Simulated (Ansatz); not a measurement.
# LuSi2Ge3: the cost of one run

Method: DFT PBE, scalar-relativistic, plane waves, PAW, in Ansatz 0.2.0.

## 1. The starting structure

The structure is hexagonal, space group P6/mmm (No. 191). The conventional cell has a = 5.528 Å, b = 5.528 Å, c = 4.294 Å, α = 90.00°, β = 90.00°, γ = 120.00°. Lu (site symmetry 6/mmm) is surrounded by 6 Si at 3.19 Å and 12 Ge at 3.50 Å. Si (site symmetry -6m2) has 6 Ge at 2.68 Å and 3 Lu at 3.19 Å as nearest neighbours. Ge (site symmetry mmm) has 4 Si at 2.68 Å and 4 Ge at 2.76 Å as nearest neighbours.

Structure file:

```cif
data_structure
_symmetry_space_group_name_H-M 'P 1'
_symmetry_Int_Tables_number 1
_cell_length_a 5.5280
_cell_length_b 5.5280
_cell_length_c 4.2940
_cell_angle_alpha 90.000
_cell_angle_beta 90.000
_cell_angle_gamma 120.000
_cell_volume 113.64
loop_
_atom_site_label
_atom_site_type_symbol
_atom_site_fract_x
_atom_site_fract_y
_atom_site_fract_z
_atom_site_occupancy
Lu1 Lu 0.00000 0.00000 0.00000 1
Si1 Si 0.66667 0.33333 0.00000 1
Si2 Si 0.33333 0.66667 0.00000 1
Ge1 Ge 0.50000 0.00000 0.50000 1
Ge2 Ge 0.50000 0.50000 0.50000 1
Ge3 Ge 0.00000 0.50000 0.50000 1
```

A structure generator made this guess: species swapped into a database cell of GdAl3Pd2 (P6/mmm, No. 191), with Lu on the Gd sites, Ge on the Al sites and Si on the Pd sites. The dimensions are guesses.

## 2. A first look at the guess

Contents of input.yaml:

```yaml
crystal:
  lattice:
    - [5.52796341, 0.0, 0.0]
    - [-2.7639817, 4.78735674, 0.0]
    - [0.0, 0.0, 4.29403422]
  atoms:
    - { symbol: Lu, position: [0.0, 0.0, 0.0] }
    - { symbol: Si, position: [0.66666667, 0.33333333, 0.0] }
    - { symbol: Si, position: [0.33333333, 0.66666667, 0.0] }
    - { symbol: Ge, position: [0.5, 0.0, 0.5] }
    - { symbol: Ge, position: [0.5, 0.5, 0.5] }
    - { symbol: Ge, position: [0.0, 0.5, 0.5] }
basis:
  ecutwfc: 420
kpoints:
  mp_grid: { grid: [6, 6, 4] }
hamiltonian:
  xc: pbe
scf:
  occupations: { method: gaussian, width: 0.1 }
  lower_state_search: "off"
output:
  forces: true
  stress: true
  eigenvalues: true
```

Started as:

```console
$ ansatz run input.yaml --threads 1 --pin off --max-ram 2560MiB --backend cpu --events-out ev --progress --plain --runs-dir out
```

What time and memory should one allow on 1 thread of Arm Neoverse V2, shared host?

About 7.1 s, with a peak of 0.42 GiB.
